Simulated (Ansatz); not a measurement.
# NdCdC: the cost of one run

Program: Ansatz 0.2.0. Level of theory: DFT PBE, scalar-relativistic, plane waves, PAW; 4f electrons in the core of a trivalent norm-conserving potential. These are calculated values, not measurements.

## 1. The structure to begin with

The structure is orthorhombic, space group Pmmm (No. 47). The conventional cell has a = 3.880 Å, b = 3.921 Å, c = 4.002 Å, α = 90.00°, β = 90.00°, γ = 90.00°. Nd (site symmetry mmm) is surrounded by 4 C at 2.76 Å. Around Cd (site symmetry mmm) lie 2 C at 2.00 Å. C (site symmetry mmm) has 2 Cd at 2.00 Å and 4 Nd at 2.76 Å in its first shell of neighbours.

As a file:

```cif
data_structure
_symmetry_space_group_name_H-M 'P 1'
_symmetry_Int_Tables_number 1
_cell_length_a 3.8803
_cell_length_b 3.9207
_cell_length_c 4.0025
_cell_angle_alpha 90.000
_cell_angle_beta 90.000
_cell_angle_gamma 90.000
_cell_volume 60.89
loop_
_atom_site_label
_atom_site_type_symbol
_atom_site_fract_x
_atom_site_fract_y
_atom_site_fract_z
_atom_site_occupancy
Nd1 Nd 0.00000 0.00000 0.00000 1
Cd1 Cd 0.50000 0.50000 0.50000 1
C1 C 0.50000 0.50000 0.00000 1
```

The cell is invented: species swapped into a database cell of ErCoC (Pmmm, No. 47), with Nd on the Er sites and Cd on the Co sites. The dimensions are guesses.

## 2. The guess as it stands, on a coarse mesh

Input file input.yaml:

```yaml
crystal:
  lattice:
    - [3.88027973, 0.0, 0.0]
    - [0.0, 3.92065478, 0.0]
    - [0.0, 0.0, 4.00245873]
  atoms:
    - { symbol: Nd, position: [0.0, 0.0, 0.0] }
    - { symbol: Cd, position: [0.5, 0.5, 0.5] }
    - { symbol: C, position: [0.5, 0.5, 0.0] }
basis:
  ecutwfc: 660
kpoints:
  mp_grid: { grid: [4, 4, 4] }
hamiltonian:
  xc: pbe
  pseudopotentials:
    kind: paw
    azcp: { Nd: "pseudopotentials/pbe/nc/lanthanide_3plus/Nd.nc.azcp" }
scf:
  occupations: { method: gaussian, width: 0.1 }
  lower_state_search: "off"
output:
  forces: true
  stress: true
  eigenvalues: true
```

Started as:

```console
> ansatz run input.yaml --threads 1 --pin off --max-ram 2560MiB --backend cpu --events-out ev --progress --plain --runs-dir out
```

Q: Estimate wall time and peak memory on 1 thread of Intel Xeon at 2.70GHz, shared host.

About 4.1 s, with a peak of 0.38 GiB.
